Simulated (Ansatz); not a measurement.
What does this script print? It uses Ansatz 0.2.0 through its Python package.

`relaxed_scan_alclhi.py`:
```python
from dataclasses import dataclass

import ansatz
import numpy as np


@dataclass(frozen=True)
class Settings:
    basis: str = "def2-SVP"
    xc: str = "pbe0"
    vdw: str = "d3bj"


cfg = Settings()

alclhi = (
    ansatz.Crystal.molecule()
    .atom("Cl", (-2.0722, 0.0174, -0.5676))
    .atom("Al", (0.016, 0.2011, -0.0448))
    .atom("I", (1.2673, -1.9012, 0.7154))
    .atom("H", (0.8445, 1.6224, -0.1233))
)

setup = (
    alclhi.calculation()
    .basis(gaussian=cfg.basis)
    .functional(cfg.xc, dispersion=cfg.vdw)
)
symbols = [site.symbol for site in alclhi.cartesian_sites]
pairs = [(0, 1), (1, 2), (1, 3)]
print("held (A)   E (eV)        ", "  ".join(f"{symbols[i]}{i}-{symbols[j]}{j}" for i, j in pairs))
for length in [2.36, 2.56, 2.77, 3.07, 3.46]:
    summary = setup.relax(constraints=[ansatz.DistanceConstraint((1, 2), at=length)], force_tolerance=0.02, max_steps=60).run(threads=1).report
    xyz = np.array(summary["positions_ang"])
    print(f"{length:6.2f} {summary['free_energy_ev']:14.5f}  ", "  ".join(f"{np.linalg.norm(xyz[i] - xyz[j]):.3f}" for i, j in pairs))
```

```console
$ python relaxed_scan_alclhi.py
held (A)   E (eV)         Cl0-Al1  Al1-I2  Al1-H3
DeckWarning: relax.constraints: the input's atoms, or those drawn, lie off the distances that are held; a relaxation that starts there is brought onto them ahead of its first SCF, by positions alone, an atom by 1.01e-1 Å at the most. With the symmetry [...]
  2.36   -27227.16173   2.100  2.360  1.572
  2.56   -27227.16811   2.092  2.560  1.569
  2.77   -27226.83106   2.086  2.770  1.569
  3.07   -27226.13556   2.077  3.070  1.567
  3.46   -27225.23679   2.071  3.460  1.567
```
(Warnings from the package without file and line, shortened, repeats left out.)

Caveats:
- Total energies depend on the basis set; only differences at equal settings carry meaning.
- The energies are electronic: no zero-point or thermal terms, and the basis set is short of its limit.
- def2 sets replace the cores of elements past krypton by effective core potentials.
- It ran for 75 s on 1 thread of Arm Neoverse V1, on a shared host, peak memory 0.22 GiB.
